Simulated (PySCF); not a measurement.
# C7H9NO: NMR shifts at several levels of theory, part 2 of 2

PySCF 2.14.0. Atoms count from 0. Earlier steps stand in the parts before.

### Step 5. Shielding tensors: wB97X-D/pcSseg-2

Job settings and geometry (Å):

```
{"job": {"kind": "nmr", "xc": "wB97X-D", "basis": "pcSseg-2", "pop": false}, "charge": 0, "multiplicity": 1}
C     -2.350496    -0.968228     0.090401
C     -1.194217    -0.042914    -0.000234
C     -1.272334     1.334610    -0.144103
C     -0.121172     2.112887    -0.220155
C      1.111368     1.470849    -0.147615
C      1.191342     0.093459    -0.003776
C      2.445456    -0.694456     0.083743
N      0.037494    -0.653743     0.069293
O      0.109364    -1.904792     0.199851
H     -2.307647    -1.538697     1.031384
H     -2.299371    -1.719769    -0.712992
H     -3.297125    -0.416979     0.028518
H     -2.263513     1.789299    -0.196157
H     -0.183237     3.196255    -0.333183
H      2.044244     2.035389    -0.201968
H      2.477829    -1.446561    -0.720098
H      3.323325    -0.039389     0.020037
H      2.469810    -1.266650     1.024344
```

Method: GIAO wB97X-D/pcSseg-2 NMR shielding, non-relativistic, gas phase.

Output:

```text
coarse grid: 15336 points
cycle   1  E = -401.9173522452  dE =  1.969e+00  |g| = 9.472e-01  |ddm| = 3.017e+00
cycle   2  E = -401.6093441525  dE =  3.080e-01  |g| = 1.619e+00  |ddm| = 2.937e+00
cycle   3  E = -402.0896979451  dE = -4.804e-01  |g| = 1.491e-01  |ddm| = 2.131e+00
cycle   4  E = -402.0931031864  dE = -3.405e-03  |g| = 9.517e-02  |ddm| = 1.708e-01
cycle   5  E = -402.0950107009  dE = -1.908e-03  |g| = 1.752e-02  |ddm| = 7.981e-02
cycle   6  E = -402.0950864081  dE = -7.571e-05  |g| = 4.691e-03  |ddm| = 2.254e-02
cycle   7  E = -402.0950932399  dE = -6.832e-06  |g| = 1.153e-03  |ddm| = 7.850e-03
final grid: 149008 points
cycle   8  E = -402.1000144982  dE = -3.176e-04  |g| = 6.751e-03  |ddm| = 1.127e-01
cycle   9  E = -402.1000172376  dE = -2.739e-06  |g| = 6.427e-03  |ddm| = 1.700e-02
cycle  10  E = -402.1000250236  dE = -7.786e-06  |g| = 1.523e-03  |ddm| = 5.449e-03
cycle  11  E = -402.1000253889  dE = -3.653e-07  |g| = 6.271e-04  |ddm| = 1.877e-03
cycle  12  E = -402.1000254605  dE = -7.159e-08  |g| = 1.615e-04  |ddm| = 7.335e-04
cycle  13  E = -402.1000254670  dE = -6.496e-09  |g| = 6.754e-05  |ddm| = 1.721e-04
cycle  14  E = -402.1000254687  dE = -1.698e-09  |g| = 1.696e-05  |ddm| = 1.218e-04
cycle  15  E = -402.1000254688  dE = -1.490e-10  |g| = 8.363e-06  |ddm| = 3.759e-05
converged SCF energy = -402.1000254688

GIAO shielding tensors (ppm)
atom      isotropic    diamagn.    paramagn.     s11        s22        s33       span
  0 C      163.357     238.924     -75.568    156.149    156.434    177.487     21.338
  1 C       21.521     262.036    -240.515    -52.649    -11.173    128.386    181.035
  2 C       50.925     253.832    -202.907    -58.776     54.209    157.342    216.118
  3 C       54.947     251.600    -196.654    -53.206     40.167    177.878    231.083
  4 C       50.945     253.814    -202.870    -58.737     54.201    157.369    216.106
  5 C       21.512     262.035    -240.523    -52.673    -11.169    128.380    181.053
  6 C      163.358     238.937     -75.579    156.172    156.435    177.468     21.296
  7 N      -81.111     309.517    -390.627   -219.666   -155.562    131.896    351.562
  8 O     -106.756     395.531    -502.287   -445.626   -109.727    235.084    680.711
  9 H       28.700      29.095      -0.394     24.405     27.229     34.467     10.062
 10 H       28.702      29.084      -0.381     24.409     27.227     34.471     10.062
 11 H       29.386      28.936       0.449     24.325     29.039     34.792     10.467
 12 H       24.052      32.208      -8.156     20.350     23.250     28.555      8.205
 13 H       24.343      30.200      -5.857     21.290     24.607     27.131      5.841
 14 H       24.053      32.207      -8.154     20.350     23.254     28.555      8.205
 15 H       28.702      29.098      -0.395     24.410     27.227     34.470     10.060
 16 H       29.385      28.937       0.448     24.327     29.036     34.793     10.466
 17 H       28.699      29.091      -0.391     24.401     27.232     34.465     10.065
```

Wall time 5.8 min (8 threads of Intel Xeon at 2.50GHz (Skylake/Cascade Lake), shared host).

This run: δ C1 162.9, C2 133.5, C3 129.5, C0 21.1, H12 7.30, H13 7.01 ppm (means over like atoms).

### Step 6. NMR shieldings: KT2/pcSseg-2

Same as in step 5 but for these lines:

```diff
@@ -1,2 +1,2 @@
-{"job": {"kind": "nmr", "xc": "wB97X-D", "basis": "pcSseg-2", "pop": false}, "charge": 0, "multiplicity": 1}
+{"job": {"kind": "nmr", "xc": "KT2", "basis": "pcSseg-2", "pop": false}, "charge": 0, "multiplicity": 1}
 C     -2.350496    -0.968228     0.090401
```

With the program's defaults for keys left out, this is: GIAO KT2/pcSseg-2 NMR shielding, non-relativistic, gas phase.

Output:

```text
coarse grid: 15336 points
cycle   1  E = -408.8505630052  dE =  1.355e+00  |g| = 1.038e+00  |ddm| = 4.020e+00
cycle   2  E = -404.8961307353  dE =  3.954e+00  |g| = 3.171e+00  |ddm| = 3.954e+00
cycle   3  E = -408.6361934458  dE = -3.740e+00  |g| = 1.239e+00  |ddm| = 3.844e+00
cycle   4  E = -409.0416984256  dE = -4.055e-01  |g| = 3.725e-01  |ddm| = 9.715e-01
cycle   5  E = -409.0221289282  dE =  1.957e-02  |g| = 4.274e-01  |ddm| = 4.634e-01
cycle   6  E = -409.0725486506  dE = -5.042e-02  |g| = 1.029e-01  |ddm| = 3.786e-01
cycle   7  E = -409.0739416710  dE = -1.393e-03  |g| = 5.790e-02  |ddm| = 9.805e-02
cycle   8  E = -409.0747075562  dE = -7.659e-04  |g| = 2.021e-02  |ddm| = 4.743e-02
cycle   9  E = -409.0748044708  dE = -9.691e-05  |g| = 5.563e-03  |ddm| = 2.000e-02
cycle  10  E = -409.0748107249  dE = -6.254e-06  |g| = 2.367e-03  |ddm| = 5.568e-03
final grid: 149008 points
cycle  11  E = -409.1018159495  dE = -6.761e-04  |g| = 1.494e-02  |ddm| = 5.315e-01
cycle  12  E = -409.1013981746  dE =  4.178e-04  |g| = 4.371e-02  |ddm| = 5.862e-02
cycle  13  E = -409.1018511538  dE = -4.530e-04  |g| = 8.908e-03  |ddm| = 5.062e-02
cycle  14  E = -409.1018683426  dE = -1.719e-05  |g| = 2.551e-03  |ddm| = 1.076e-02
cycle  15  E = -409.1018696902  dE = -1.348e-06  |g| = 1.456e-03  |ddm| = 3.255e-03
cycle  16  E = -409.1018702675  dE = -5.773e-07  |g| = 2.648e-04  |ddm| = 1.156e-03
cycle  17  E = -409.1018702800  dE = -1.243e-08  |g| = 1.026e-04  |ddm| = 3.073e-04
cycle  18  E = -409.1018702824  dE = -2.424e-09  |g| = 1.593e-05  |ddm| = 8.930e-05
cycle  19  E = -409.1018702824  dE = -4.991e-11  |g| = 6.790e-06  |ddm| = 1.973e-05
converged SCF energy = -409.1018702824

GIAO shielding tensors (ppm)
atom      isotropic    diamagn.    paramagn.     s11        s22        s33       span
  0 C      162.080     237.480     -75.400    154.583    155.300    176.357     21.774
  1 C       33.623     263.164    -229.541    -29.734      5.687    124.916    154.650
  2 C       60.354     257.851    -197.497    -38.367     68.026    151.403    189.770
  3 C       67.096     255.073    -187.977    -27.895     56.131    173.052    200.948
  4 C       60.377     257.852    -197.475    -38.325     68.020    151.435    189.759
  5 C       33.610     263.165    -229.555    -29.762      5.684    124.908    154.670
  6 C      162.079     237.482     -75.403    154.577    155.326    176.335     21.758
  7 N      -57.607     311.793    -369.400   -165.685   -127.774    120.639    286.323
  8 O     -126.914     393.961    -520.875   -496.113   -104.161    219.533    715.645
  9 H       28.576      29.170      -0.594     24.508     26.911     34.310      9.802
 10 H       28.577      29.174      -0.598     24.511     26.910     34.310      9.799
 11 H       29.296      28.207       1.089     24.693     28.935     34.261      9.568
 12 H       24.095      30.547      -6.452     20.436     23.583     28.266      7.830
 13 H       24.597      28.567      -3.971     21.725     25.226     26.840      5.116
 14 H       24.096      30.543      -6.447     20.435     23.587     28.265      7.830
 15 H       28.578      29.175      -0.597     24.513     26.908     34.312      9.799
 16 H       29.296      28.206       1.089     24.693     28.932     34.262      9.568
 17 H       28.575      29.175      -0.600     24.504     26.915     34.305      9.802
```

Wall time 3.2 min (8 threads of Intel Xeon at 2.50GHz (Skylake/Cascade Lake), shared host).

This run: δ C1 148.7, C2 121.9, C3 115.2, C0 20.2, H12 7.08, H13 6.58 ppm (means over like atoms).

### Step 7. Shielding tensors: HF/pcSseg-2

Same as in step 6 but for these lines:

```diff
@@ -1,2 +1,2 @@
-{"job": {"kind": "nmr", "xc": "KT2", "basis": "pcSseg-2", "pop": false}, "charge": 0, "multiplicity": 1}
+{"job": {"kind": "nmr", "xc": "HF", "basis": "pcSseg-2", "pop": false}, "charge": 0, "multiplicity": 1}
 C     -2.350496    -0.968228     0.090401
```

With the program's defaults for keys left out, this is: GIAO HF/pcSseg-2 NMR shielding, non-relativistic, gas phase.

Output:

```text
final grid: 149008 points
cycle   1  E = -399.4748347481  dE =  2.677e+00  |g| = 9.318e-01  |ddm| = 3.222e+00
cycle   2  E = -399.5846320813  dE = -1.098e-01  |g| = 7.330e-01  |ddm| = 1.733e+00
cycle   3  E = -399.6833583148  dE = -9.873e-02  |g| = 1.132e-01  |ddm| = 8.705e-01
cycle   4  E = -399.6869721712  dE = -3.614e-03  |g| = 2.991e-02  |ddm| = 1.572e-01
cycle   5  E = -399.6872051868  dE = -2.330e-04  |g| = 1.159e-02  |ddm| = 3.890e-02
cycle   6  E = -399.6872485718  dE = -4.338e-05  |g| = 4.231e-03  |ddm| = 1.338e-02
cycle   7  E = -399.6872584089  dE = -9.837e-06  |g| = 1.401e-03  |ddm| = 8.633e-03
cycle   8  E = -399.6872598111  dE = -1.402e-06  |g| = 5.191e-04  |ddm| = 2.846e-03
cycle   9  E = -399.6872600211  dE = -2.100e-07  |g| = 2.259e-04  |ddm| = 8.711e-04
cycle  10  E = -399.6872600665  dE = -4.539e-08  |g| = 1.096e-04  |ddm| = 4.450e-04
cycle  11  E = -399.6872600818  dE = -1.529e-08  |g| = 5.332e-05  |ddm| = 2.763e-04
cycle  12  E = -399.6872600860  dE = -4.197e-09  |g| = 1.988e-05  |ddm| = 1.945e-04
cycle  13  E = -399.6872600865  dE = -5.082e-10  |g| = 9.288e-06  |ddm| = 7.299e-05
converged SCF energy = -399.6872600865

GIAO shielding tensors (ppm)
atom      isotropic    diamagn.    paramagn.     s11        s22        s33       span
  0 C      171.728     236.704     -64.976    164.356    166.318    184.509     20.153
  1 C       24.764     261.983    -237.218    -57.880    -11.537    143.710    201.589
  2 C       62.853     252.802    -189.949    -49.279     67.275    170.563    219.841
  3 C       55.584     250.514    -194.930    -62.700     42.341    187.111    249.811
  4 C       62.873     252.800    -189.927    -49.234     67.267    170.586    219.820
  5 C       24.755     261.986    -237.231    -57.909    -11.532    143.706    201.615
  6 C      171.729     236.708     -64.979    164.379    166.314    184.493     20.114
  7 N      -92.285     306.800    -399.085   -276.798   -166.448    166.391    443.189
  8 O      -16.442     396.630    -413.072   -218.648    -77.474    246.798    465.446
  9 H       28.730      28.992      -0.261     24.029     27.377     34.785     10.756
 10 H       28.731      28.994      -0.263     24.032     27.375     34.786     10.754
 11 H       29.641      28.765       0.876     24.036     29.266     35.621     11.585
 12 H       24.437      32.468      -8.031     19.996     24.408     28.908      8.912
 13 H       24.280      30.526      -6.245     20.660     24.858     27.323      6.663
 14 H       24.439      32.465      -8.027     19.996     24.413     28.907      8.912
 15 H       28.732      28.996      -0.264     24.034     27.374     34.787     10.753
 16 H       29.641      28.763       0.878     24.038     29.263     35.623     11.585
 17 H       28.728      28.994      -0.266     24.024     27.380     34.781     10.757
```

It took 2.6 min on 8 threads of Intel Xeon at 2.50GHz (Skylake/Cascade Lake), shared host.

In short: δ C1 166.7, C3 135.9, C2 128.6, C0 19.7, H13 7.40, H12 7.24 ppm (means over like atoms).

### Step 8. Comparing the runs: NMR shifts

Shifts (ppm) of some atoms, chosen among heavy atoms and hydrogens apart, means over like atoms, with basis size and wall time:

| run | C1 | C2 | C3 | H13 | H9 | N7 | O8 | functions | time |
| --- | --- | --- | --- | --- | --- | --- | --- | --- | --- |
| PBE0/pcSseg-2 | 160.2 | 131.8 | 126.6 | 6.94 | 2.41 | 337.1 | 452.4 | 450 | 4.5 min |
| PBE/pcSseg-2 | 156.8 | 130.2 | 122.4 | 6.74 | 2.35 | 328.6 | 478.7 | 450 | 3.8 min |
| wB97X-D/pcSseg-2 | 162.9 | 133.5 | 129.5 | 7.01 | 2.43 | 341.2 | 433.6 | 450 | 5.8 min |
| KT2/pcSseg-2 | 148.7 | 121.9 | 115.2 | 6.58 | 2.36 | 317.7 | 451.3 | 450 | 3.2 min |
| HF/pcSseg-2 | 166.7 | 128.6 | 135.9 | 7.40 | 2.65 | 353.0 | 342.8 | 450 | 2.6 min |

### Step 9. What came out

The summary covers parts 1 to 2.

| quantity | value |
| --- | --- |
| point group | C2v |
| rotational constants (main isotopes) | 2.36, 1.91, 1.07 GHz |
| 13C shifts against TMS (PBE0/pcSseg-2, means over atoms taken as alike) | 160.2, 131.8, 126.6, 21.0 ppm |
| 1H shifts against TMS (PBE0/pcSseg-2, means over atoms taken as alike) | 7.30, 6.94, 2.41 ppm |
| 15N shifts against NH3 (PBE0/pcSseg-2) | 337.1 ppm |
| 17O shifts against H2O (PBE0/pcSseg-2) | 452.4 ppm |
| range of the shift of O8 | 342.8 to 478.7 ppm |

What this shows: Single values in the summary come from the first sound run of each kind (PBE0/pcSseg-2), which need not be the best level. The optimisation took 6 steps and gained 0.047 eV; among the close pairs (by a distance rule), C1–N7 changed most, from 1.361 to 1.377 Å. No frequency check was run at this level, so the end point may be a saddle. At PBE0/pcSseg-2: The largest span, 730 ppm, is at O8, where the paramagnetic term is -520 ppm. NICS(1)zz of -23 ppm above the planar ring from C1 marks a diatropic (aromatic) ring current. Across the 5 runs the shift of O8 moves most, between 342.8 (HF/pcSseg-2) and 478.7 ppm (PBE/pcSseg-2).
